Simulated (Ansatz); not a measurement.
# PH2 (SMILES [PH2]): UB2PLYP/6-31G(d) (spherical functions)

What is the electronic atomisation energy of PH2 at UB2PLYP/6-31G* (spherical functions)? 

Program for the calculation: Ansatz 0.2.0.

46 further runs of the same task are left out: 46 set aside as unsound or not needed.

### 1 The system as given

The species is PH2 (3 atoms), meant as a doublet with charge 0. SMILES: `[PH2]`. The shape is that of a GFN2-xTB optimisation.

Bond lengths: P1–H2 1.392 Å, P1–H3 1.392 Å. Angles: H2–P1–H3 91.4°.

### 2 The energy at UB2PLYP/6-31G(d) (spherical functions)

run.yaml reads:

```yaml
crystal:
  periodic: [false, false, false]
  atoms:
    - symbol: P
      position_ang: [0.514470, -0.302750, 0.252680]
    - symbol: H
      position_ang: [0.111510, 1.027360, 0.172420]
    - symbol: H
      position_ang: [-0.625980, -0.724620, -0.425100]
basis:
  gaussian:
    orbitals: 6-31G_st_-spherical.json
accuracy: high
magnetization:
  spin_polarized: true
  initial_magnetization: 1
correlation:
  frozen_orbitals: {H: 0, P: 5}
hamiltonian:
  xc: {name: B2PLYP}
```

The basis set 6-31G* is read from a file made from the Basis Set Exchange's data (not shown).

Started as:

```console
$ ansatz run run.yaml --threads 1 --pin off --max-ram 2610MiB --events-out events.jsonl --progress --plain --runs-dir runs
```

What it wrote:

```text
Warning: RAYON_NUM_THREADS=1 ignored (pool sized by the plan → 1); use --threads N
Functional definition: B2PLYP
  name "B2PLYP"
  parameter a = 0.53
  parameter c = 0.27
  exchange = (1 - a)*b88_x + a*exact_x
  correlation = (1 - c)*lyp_c + c*(mp2_os + mp2_ss)
379 factors; integrals over basis functions are off by at most 3.4e-9 eV
mean field evaluation 1: about -9314.4519 eV, gradient 3.8e0 eV
mean field evaluation 2: about -9314.4680 eV, gradient 3.8e0 eV
mean field evaluation 4: about -9314.6119 eV, gradient 4.0e-1 eV
mean field evaluation 8: about -9314.6137 eV, gradient 4.8e-3 eV
mean field evaluation 16: about -9314.6137 eV, gradient 1.6e-6 eV
mean field -9314.61370339 eV, -342.3057399277 hartree, gradient 2.1e-8 eV, S^2 0.756281; 0 other end points of the search recorded, 0 dependent functions left out
5 core orbitals not correlated: weight in the atoms' cores, before any rotation towards them, 1.000 or more for the frozen orbitals, at most 0.000 for the correlated occupied ones
reference -9314.61372053 eV, -342.3057405576 hartree; 4, 3 occupied and 13, 14 virtual orbitals, 379 factors
second order -2.88792872 eV of doubles, -0.00000000 eV of singles
Total energy: -9315.39346129 eV, -342.3343955018 hartree
```

It took 1.4 s on 1 thread of Arm Neoverse V1, shared host; peak memory 0.1 GiB.

### 3 The H atom at the same level

in.yaml reads:

```yaml
crystal:
  periodic: [false, false, false]
  atoms:
    - {symbol: H, position_ang: [0.000000, 0.000000, 0.000000]}
basis:
  gaussian:
    orbitals: "6-31G*"
magnetization:
  spin_polarized: true
  initial_magnetization: 1
hamiltonian:
  xc: {name: B2PLYP}
correlation:
  frozen_orbitals: {H: 0}
accuracy: high
```

Run the same way, it converges to -0.49692 Eh (log not shown).

### 4 The P atom

input.yaml reads:

```yaml
crystal:
  periodic: [false, false, false]
  atoms:
    - {symbol: P, position_ang: [0.000000, 0.000000, 0.000000]}
basis:
  gaussian:
    orbitals: 6-31G_st_-spherical.json
magnetization:
  spin_polarized: true
  initial_magnetization: 3
hamiltonian:
  xc: {name: B2PLYP}
correlation:
  frozen_orbitals: {P: 5}
accuracy: high
```

The basis set 6-31G* is read from a file made from the Basis Set Exchange's data (not shown).

Run the same way, it converges to -341.11165 Eh (log not shown).

### 5 What came out

Level: UB2PLYP/6-31G* (spherical functions), 5 core orbitals frozen.

| quantity | value |
| --- | --- |
| molecule: total energy | -342.33440 Eh |
| molecule: ⟨S²⟩ | 0.756 |
| H atom: total energy | -0.49692 Eh |
| H atom: ⟨S²⟩ | 0.750 |
| P atom: total energy | -341.11165 Eh |
| P atom: ⟨S²⟩ | 3.750 |
| electronic atomisation energy | 6.229 eV |

In words: Taking the molecule apart into free atoms costs 6.23 eV (601 kJ/mol), before zero-point energy and without spin-orbit coupling.
